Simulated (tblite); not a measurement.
# C4H14GeN2Si: the cost of one run

Computed with tblite 0.8.0 and PySCF 2.14.0, with density-fitted response routines of our own, on a single molecule in the gas phase. Atoms are numbered from 0 throughout.

## (1) The molecule as given

22 atoms, charge 0, multiplicity 1; geometry from: force field or distance geometry start.

Bonds of the start (Å): N0–Ge1 1.86, Ge1–Si2 2.31, Si2–N3 1.83, N3–C4 1.47, C4–C5 1.53, C5–C6 1.53, C6–C7 1.53, C7–N3 1.46, N0–H8 1.04, N0–H9 1.05, Ge1–H10 1.56, Ge1–H11 1.54, Si2–H12 1.48, Si2–H13 1.47, C4–H14 1.11, C4–H15 1.11, C5–H16 1.10, C5–H17 1.11, C6–H18 1.10, C6–H19 1.12, C7–H20 1.11, C7–H21 1.11.

## (2) Optimising the geometry with GFN2-xTB

Job settings and geometry (Å):

```
{"job": {"kind": "relax", "xc": "GFN2-xTB", "basis": "xTB"}, "charge": 0, "multiplicity": 1}
N      3.042900     1.217000    -0.004000
Ge     2.912000    -0.573600    -0.490400
Si     0.864500    -1.412500     0.163700
N     -0.457900    -0.509100    -0.713800
C     -1.781300    -1.036800    -0.354600
C     -2.766400     0.100300    -0.605400
C     -1.921400     1.372100    -0.566900
C     -0.486200     0.903600    -0.334300
H      4.018000     1.518100    -0.206100
H      2.910700     1.262300     1.037900
H      4.034300    -1.377900     0.231900
H      3.070500    -0.719900    -2.014400
H      0.690100    -1.248100     1.623800
H      0.786300    -2.837500    -0.185500
H     -1.842700    -1.327400     0.712400
H     -2.028400    -1.908800    -0.989700
H     -3.235400    -0.007600    -1.599100
H     -3.553600     0.110500     0.178700
H     -2.001400     1.913600    -1.525600
H     -2.245800     2.043300     0.265200
H     -0.231800     1.060800     0.738100
H      0.212500     1.477200    -0.973700
```

On the command line:

```sh
OMP_NUM_THREADS=1 python probes_run.py task.json out
```

One launch serves the whole session: the jobs run in the order shown.

**Question.** How long does this first job take on 1 thread of Intel Xeon at 2.70GHz, shared host, and how much memory does it need?

About 2.1 s, with a peak of 0.18 GiB.
